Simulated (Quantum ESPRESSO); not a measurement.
Write the native input for Quantum ESPRESSO 7.5 that does the following.

```yaml
Task: band structure
Functional: r2SCAN
Potentials_or_basis: SG15 PBE 1.2
Cutoff: 952 eV
Density_cutoff: 3810 eV
k_mesh: 4 × 4 × 4
Occupations: fermi-dirac, width 0.05 eV
Spin: no spin polarisation
Symmetry: off
Mixing_beta: 0.5
Most_SCF_iterations: 120
SCF_threshold: 1e-08 Ry
```

The system is InSb3.

```
CELL_PARAMETERS angstrom
0.00000 3.79455 3.79455
3.79455 0.00000 3.79455
3.79455 3.79455 0.00000
ATOMIC_POSITIONS crystal
Sb 0.50000 0.50000 0.50000
Sb 0.75000 0.75000 0.75000
Sb 0.25000 0.25000 0.25000
In 0.00000 0.00000 0.00000
```

The cell comes from a database or a generator and needn't be the stable form of this composition.

The input as run:

pw.in

```
&CONTROL
  calculation = 'scf'
  prefix = 'pwscf'
  outdir = './tmp'
  pseudo_dir = './pseudo'
  tprnfor = .true.
  tstress = .true.
  disk_io = 'low'
/
&SYSTEM
  ibrav = 0
  nat = 4
  ntyp = 2
  ecutwfc = 70
  nbnd = 39
  input_dft = 'r2scan'
  occupations = 'smearing'
  smearing = 'fd'
  degauss = 0.00367493
  nosym = .true.
/
&ELECTRONS
  conv_thr = 1d-08
  electron_maxstep = 120
  mixing_beta = 0.5
/
ATOMIC_SPECIES
Sb   121.7600 Sb_ONCV_PBE-1.2.upf
In   114.8180 In_ONCV_PBE-1.2.upf
CELL_PARAMETERS angstrom
   0.0000000000    3.7945550000    3.7945550000
   3.7945550000    0.0000000000    3.7945550000
   3.7945550000    3.7945550000    0.0000000000
ATOMIC_POSITIONS crystal
Sb     0.5000000000    0.5000000000    0.5000000000
Sb     0.7500000000    0.7500000000    0.7500000000
Sb     0.2500000000    0.2500000000    0.2500000000
In     0.0000000000    0.0000000000    0.0000000000
K_POINTS automatic
4 4 4 0 0 0
```

bands.in

```
&CONTROL
  calculation = 'bands'
  prefix = 'pwscf'
  outdir = './tmp'
  pseudo_dir = './pseudo'
  disk_io = 'low'
  verbosity = 'high'
/
&SYSTEM
  ibrav = 0
  nat = 4
  ntyp = 2
  ecutwfc = 70
  nbnd = 39
  input_dft = 'r2scan'
  occupations = 'smearing'
  smearing = 'fd'
  degauss = 0.00367493
  nosym = .true.
/
&ELECTRONS
  conv_thr = 1d-08
  electron_maxstep = 120
  mixing_beta = 0.5
  diago_full_acc = .true.
  startingwfc = 'random'
/
ATOMIC_SPECIES
Sb   121.7600 Sb_ONCV_PBE-1.2.upf
In   114.8180 In_ONCV_PBE-1.2.upf
CELL_PARAMETERS angstrom
   0.0000000000    3.7945550000    3.7945550000
   3.7945550000    0.0000000000    3.7945550000
   3.7945550000    3.7945550000    0.0000000000
ATOMIC_POSITIONS crystal
Sb     0.5000000000    0.5000000000    0.5000000000
Sb     0.7500000000    0.7500000000    0.7500000000
Sb     0.2500000000    0.2500000000    0.2500000000
In     0.0000000000    0.0000000000    0.0000000000
K_POINTS crystal
60
 0.0000000000  0.0000000000  0.0000000000 1
 0.0625000000  0.0000000000  0.0625000000 1
 0.1250000000  0.0000000000  0.1250000000 1
 0.1875000000  0.0000000000  0.1875000000 1
 0.2500000000  0.0000000000  0.2500000000 1
 0.3125000000  0.0000000000  0.3125000000 1
 0.3750000000  0.0000000000  0.3750000000 1
 0.4375000000  0.0000000000  0.4375000000 1
 0.5000000000  0.0000000000  0.5000000000 1
 0.5000000000  0.0625000000  0.5625000000 1
 0.5000000000  0.1250000000  0.6250000000 1
 0.5000000000  0.1875000000  0.6875000000 1
 0.5000000000  0.2500000000  0.7500000000 1
 0.4375000000  0.3125000000  0.7500000000 1
 0.3750000000  0.3750000000  0.7500000000 1
 0.3375000000  0.3375000000  0.6750000000 1
 0.3000000000  0.3000000000  0.6000000000 1
 0.2625000000  0.2625000000  0.5250000000 1
 0.2250000000  0.2250000000  0.4500000000 1
 0.1875000000  0.1875000000  0.3750000000 1
 0.1500000000  0.1500000000  0.3000000000 1
 0.1125000000  0.1125000000  0.2250000000 1
 0.0750000000  0.0750000000  0.1500000000 1
 0.0375000000  0.0375000000  0.0750000000 1
 0.0000000000  0.0000000000  0.0000000000 1
 0.0625000000  0.0625000000  0.0625000000 1
 0.1250000000  0.1250000000  0.1250000000 1
 0.1875000000  0.1875000000  0.1875000000 1
 0.2500000000  0.2500000000  0.2500000000 1
 0.3125000000  0.3125000000  0.3125000000 1
 0.3750000000  0.3750000000  0.3750000000 1
 0.4375000000  0.4375000000  0.4375000000 1
 0.5000000000  0.5000000000  0.5000000000 1
 0.5250000000  0.4500000000  0.5250000000 1
 0.5500000000  0.4000000000  0.5500000000 1
 0.5750000000  0.3500000000  0.5750000000 1
 0.6000000000  0.3000000000  0.6000000000 1
 0.6250000000  0.2500000000  0.6250000000 1
 0.5833333333  0.2500000000  0.6666666667 1
 0.5416666667  0.2500000000  0.7083333333 1
 0.5000000000  0.2500000000  0.7500000000 1
 0.5000000000  0.2857142857  0.7142857143 1
 0.5000000000  0.3214285714  0.6785714286 1
 0.5000000000  0.3571428571  0.6428571429 1
 0.5000000000  0.3928571429  0.6071428571 1
 0.5000000000  0.4285714286  0.5714285714 1
 0.5000000000  0.4642857143  0.5357142857 1
 0.5000000000  0.5000000000  0.5000000000 1
 0.4821428571  0.4821428571  0.5357142857 1
 0.4642857143  0.4642857143  0.5714285714 1
 0.4464285714  0.4464285714  0.6071428571 1
 0.4285714286  0.4285714286  0.6428571429 1
 0.4107142857  0.4107142857  0.6785714286 1
 0.3928571429  0.3928571429  0.7142857143 1
 0.3750000000  0.3750000000  0.7500000000 1
 0.6250000000  0.2500000000  0.6250000000 1
 0.5937500000  0.1875000000  0.5937500000 1
 0.5625000000  0.1250000000  0.5625000000 1
 0.5312500000  0.0625000000  0.5312500000 1
 0.5000000000  0.0000000000  0.5000000000 1
```

Potentials or basis: SG15 PBE 1.2.

Run with:

```sh
$ OMP_NUM_THREADS=1 mpirun -n 2 pw.x -nk 2 -in pw.in > pw.out
$ OMP_NUM_THREADS=1 mpirun -n 2 pw.x -nk 2 -in bands.in > bands.out
```

Results of the run:

* Pressure: -2.9 GPa
* Band gap on the k mesh: none (metal or under the smearing width)

Caveat: the k mesh is coarse; the potentials were made for another functional, which shifts forces and pressure; some levels on the path didn't converge; spin-orbit coupling is left out, which moves the levels of the heavy elements.

Wall time 17 min on 2 MPI ranks on Arm Neoverse V1, on a shared host, peak memory 0.44 GiB a rank.
